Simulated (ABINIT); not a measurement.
Crystal: Ca3Lu.

```
Lu Ca
1.0
     5.36177    0.00000    0.00000
     0.00000    5.36177    0.00000
     0.00000    0.00000    5.36177
Lu Ca
1 3
Direct
  0.50000 0.50000 0.50000
  0.00000 0.00000 0.50000
  0.00000 0.50000 0.00000
  0.50000 0.00000 0.00000
```

The cell comes from a database or a generator and needn't be the stable form of this composition.

```yaml
Program: ABINIT 10.8.3 (patched build)
Task: single point
Functional: PBE
Potentials_or_basis: JTH PAW PBE v2.0
Cutoff: 626 eV
k_mesh: 5 × 5 × 5
Occupations: fermi-dirac, width 0.05 eV
Spin: no spin polarisation
```

On this cell: pressure -0.2 GPa; largest force zero by symmetry; band gap on the k mesh none (metal or under the smearing width).

The same run follows on a disturbed copy (atoms moved at random, drawn with an rms of 0.05 Å):

```
Lu Ca
1.0
     5.36177    0.00000    0.00000
     0.00000    5.36177    0.00000
     0.00000    0.00000    5.36177
Lu Ca
1 3
Direct
  0.48685 0.50141 0.49961
  0.00778 0.00160 0.49064
  0.99837 0.50111 0.99592
  0.50796 0.01036 0.00176
```

What does the disturbed cell give?

The energy (extrapolated to zero smearing) moves by +5.0 meV/atom; pressure -0.2 GPa; largest force 0.250 eV/Å; band gap on the k mesh none (metal or under the smearing width).

Forces on the atoms (eV/Å):
```
Lu   0.241  0.058 -0.024
Ca  -0.140  0.003  0.126
Ca   0.001  0.067 -0.008
Ca  -0.102 -0.128 -0.094
```
